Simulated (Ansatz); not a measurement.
# Zn8O6F: the cost of one run

All numbers below are computed with Ansatz 0.2.0 (DFT PBE, plane waves, PAW, scalar-relativistic, collinear spin).

1 further run of the same task is left out (it didn't finish).

### Step 1. The structure to begin with

The cell holds 15 atoms (FO6Zn8): a = 6.499 Å, b = 5.628 Å, c = 5.204 Å, α = 90.00°, β = 90.00°, γ = 90.00°.

Structure file:

```xyz
15
Lattice="-3.2494 -5.6281 0.0000 4.8741 -2.8141 0.0000 0.0000 0.0000 5.2038" Properties=species:S:1:pos:R:3 pbc="T T T"
Zn   -0.0121   -3.7232    0.0184
Zn    1.6389   -4.6816    2.5830
F     0.0146   -3.7829    2.0270
O     1.6070   -4.7286    4.5989
Zn    3.2236   -3.7520   -0.0633
Zn    0.0551   -1.8635    2.5773
O     3.2229   -3.7368    1.9671
O     0.0016   -1.8952    4.6157
Zn    1.6258   -0.9591   -0.0341
Zn    3.2898   -1.9024    2.5357
O     1.6521   -0.9550    2.0078
O     3.2664   -1.8703    4.5683
Zn    1.6609   -6.5500    0.0071
Zn   -1.6771   -4.6399    2.5947
O     1.6102   -6.6106    2.0329
```

### Step 2. Relaxing end A

File input.yaml:

```yaml
crystal:
  lattice:
    - [-3.2494, -5.628126, 0.0]
    - [4.8741, -2.814063, 0.0]
    - [0.0, 0.0, 5.2038]
  atoms:
    - { symbol: Zn, position: [0.4970794, 0.3289003, 0.0035304] }
    - { symbol: Zn, position: [0.4977785, 0.6680961, 0.4963646] }
    - { symbol: F, position: [0.5029879, 0.338323, 0.389529], spin: 1.0 }
    - { symbol: O, position: [0.5064897, 0.6673535, 0.8837542] }
    - { symbol: Zn, position: [0.2519678, 0.8293566, -0.0121599] }
    - { symbol: Zn, position: [0.2440893, 0.1740225, 0.4952767] }
    - { symbol: O, position: [0.2500004, 0.8278949, 0.3780091] }
    - { symbol: O, position: [0.2524283, 0.1686057, 0.8869819] }
    - { symbol: Zn, position: [0.0027234, 0.3353842, -0.0065475] }
    - { symbol: Zn, position: [0.0004015, 0.6752132, 0.4872786] }
    - { symbol: O, position: [0.0001542, 0.33905, 0.3858347] }
    - { symbol: O, position: [-0.0020743, 0.6687707, 0.8778844] }
    - { symbol: Zn, position: [0.745065, 0.8374727, 0.0013719] }
    - { symbol: Zn, position: [0.7473497, 0.1541405, 0.4986186] }
    - { symbol: O, position: [0.7570446, 0.8350475, 0.3906583] }
magnetization:
  spin_polarized: true
basis:
  ecutwfc: 420.0
kpoints:
  mp_grid: { grid: [2, 2, 2] }
hamiltonian:
  xc: pbe
  pseudopotentials: { kind: paw, azcp: { folder: soft_1 } }
scf:
  occupations: { method: gaussian, width: 0.02 }
  lower_state_search: "off"
relax:
  f_tol: 0.03
  max_steps: 60
  adjacent_minimum: "off"
```

Launch:

```
> ansatz run input.yaml --threads 2 --pin off --max-ram 5120MiB --backend cpu --events-out ev --progress --plain --runs-dir out
```

**Question.** How long does this run take on 2 threads of Arm Neoverse V1, shared host, and how much memory does it need?

About 1.7 min, with a peak of 0.61 GiB.
